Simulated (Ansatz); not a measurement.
# Li: the cost of one run

Method: DFT LDA, scalar-relativistic, plane waves, PAW, in Ansatz 0.2.0.

## (1) The structure to begin with

It takes space group Im-3m (No. 229, cubic). The conventional cell has a = 3.450 Å, b = 3.450 Å, c = 3.450 Å, α = 90.00°, β = 90.00°, γ = 90.00°. Li (site symmetry m-3m) has 8 Li at 2.99 Å as nearest neighbours.

Coordinates:

```cif
data_structure
_symmetry_space_group_name_H-M 'Im-3m'
_symmetry_Int_Tables_number 229
_cell_length_a 3.4500
_cell_length_b 3.4500
_cell_length_c 3.4500
_cell_angle_alpha 90.000
_cell_angle_beta 90.000
_cell_angle_gamma 90.000
_cell_volume 41.06
loop_
_atom_site_label
_atom_site_type_symbol
_atom_site_symmetry_multiplicity
_atom_site_Wyckoff_symbol
_atom_site_fract_x
_atom_site_fract_y
_atom_site_fract_z
_atom_site_occupancy
Li1 Li 2 a 0.00000 0.00000 0.00000 1
```

## (2) Relaxing cell and atoms: Li, no spin

File input.yaml:

```yaml
crystal:
  lattice:
    - [3.45, 0.0, 0.0]
    - [0.0, 3.45, 0.0]
    - [0.0, 0.0, 3.45]
  atoms:
    - { symbol: Li, position: [0.0, 0.0, 0.0] }
    - { symbol: Li, position: [0.5, 0.5, 0.5] }
scf:
  occupations: { method: methfessel_paxton, width: 0.1 }
output:
  forces: true
  stress: true
  eigenvalues: true
hamiltonian:
  xc: lda
kpoints:
  mp_grid: { grid: [20, 20, 20] }
relax:
  f_tol: 0.005
  cell: { stress_tol: 0.02 }
```

The run is started by

```console
> ansatz run input.yaml --threads 4 --pin off --max-ram 14336MiB --backend cpu --events-out ev --progress --plain --runs-dir out
```

Q: Estimate wall time and peak memory on 4 threads of Intel Xeon Platinum 8488C (Sapphire Rapids), shared host.

About 4 s, with a peak of 0.46 GiB.
